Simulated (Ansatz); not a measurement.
# CH₅BTe: one species, many methods

One table from this session's results is given with a row withheld; the runs are named, their logs left out.

Program: Ansatz 0.2.0, Gaussian basis. Level of theory: functionals in def2-TZVPP, the program's frozen cores in correlated methods. These are calculated values, not measurements.

The runs, in order: LDA (SPW92), PBE-D4, revPBE-D4, BLYP-D4, r2SCAN-D4, B97M-V, PBE0-D4, B3LYP-D4, r2SCANh-D4, r2SCAN0-D4, HSE06-D4, BHLYP-D4, CAM-B3LYP-D4, LC-ωPBE, ωB97X-V, ωB97M-V, B2PLYP, PBE-QIDH; CCSD(T)/def2-SVP; CCSD(T)/def2-TZVPP; MP2/def2-QZVPP; extrapolation to the limit; RPA on PBE.

### Structure used throughout

An earlier PBE0-D4 in a triple-zeta def2 set relaxation fixed the geometry. Te takes the def2 core potential; no spin-orbit term is included.

SMILES `CB[TeH]`, 8 atoms, charge 0, spin multiplicity 1.

Atoms are counted from 1 here; the program's logs count them from 0.

Bond lengths: C1–B2 1.554 Å, C1–H4 1.097 Å, C1–H5 1.097 Å, C1–H6 1.090 Å, B2–Te3 2.120 Å, B2–H7 1.197 Å, Te3–H8 1.660 Å. Angles: B2–C1–H4 109.1°, B2–C1–H5 109.3°, B2–C1–H6 115.7°, H4–C1–H5 105.1°, H4–C1–H6 108.5°, H5–C1–H6 108.6°, C1–B2–Te3 125.5°, C1–B2–H7 121.7°, Te3–B2–H7 112.8°, B2–Te3–H8 96.0°.

Set-up of the first run:

The input, in.yaml:

```yaml
crystal:
  periodic: [false, false, false]
  atoms:
    - {symbol: C, position_ang: [-0.101213, 0.711221, -0.630520]}
    - {symbol: B, position_ang: [-0.029888, 0.104377, 0.798708]}
    - {symbol: Te, position_ang: [0.326373, -1.934938, 1.254671]}
    - {symbol: H, position_ang: [-1.075922, 1.196164, -0.766599]}
    - {symbol: H, position_ang: [0.634312, 1.520440, -0.717235]}
    - {symbol: H, position_ang: [0.054741, 0.010117, -1.450689]}
    - {symbol: H, position_ang: [-0.179428, 0.778536, 1.776023]}
    - {symbol: H, position_ang: [0.463224, -2.443119, -0.320159]}
basis:
  gaussian: {orbitals: def2-TZVPP}
hamiltonian: {xc: lda}
output: {orbitals: {seedname: orbitals}}
```

Command:

```bash
$ ansatz run in.yaml --threads 2 --pin off --events-out ev --progress --plain --max-ram 4352MiB
```

Among the steps run: LDA; PBE-D4 (GGA); revPBE-D4 (GGA); BLYP-D4 (GGA); r2SCAN-D4 (meta-GGA); B97M-V (meta-GGA); B3LYP-D4 (hybrid); r2SCANh-D4 (hybrid); r2SCAN0-D4 (hybrid); HSE06-D4 (hybrid); BHLYP-D4 (hybrid); CAM-B3LYP-D4 (range-separated); LC-ωPBE (range-separated); ωB97X-V (range-separated); ωB97M-V (range-separated); B2PLYP (double hybrid); PBE-QIDH (double hybrid).

One of the session's tables, all rows but one given; the rest of the session is left out.

It belongs to the step «Orbital energies across the functionals». 

| functional | HOMO (eV) | gap (eV) |
| --- | --- | --- |
| LDA (SPW92) | -6.11 | 3.81 |
| PBE-D4 | -5.95 | 3.87 |
| revPBE-D4 | -5.89 | 3.91 |
| BLYP-D4 | ? | ? |
| r2SCAN-D4 | -6.16 | 4.38 |
| B97M-V | -6.10 | 4.35 |
| PBE0-D4 | -6.90 | 5.70 |
| B3LYP-D4 | -6.68 | 5.32 |
| r2SCANh-D4 | -6.52 | 5.04 |
| r2SCAN0-D4 | -7.05 | 6.03 |
| HSE06-D4 | -6.51 | 4.94 |
| BHLYP-D4 | -7.69 | 7.51 |
| CAM-B3LYP-D4 | -8.07 | 7.96 |
| LC-ωPBE | -9.33 | 10.29 |
| ωB97X-V | -9.03 | 9.93 |
| ωB97M-V | -8.93 | 9.64 |

Q: Estimate the row for BLYP-D4 from the others.

Worked estimate for «HOMO (eV)». Against the share of exact exchange, B3LYP-D4 (0.2, -6.68), BHLYP-D4 (0.5, -7.69) give a slope of -3.37 per unit share; at 0 the line stands at -6.01.

**Answer.** HOMO (eV): -5.77; gap (eV): 3.87. In «HOMO (eV)» the line misses by -0.24.
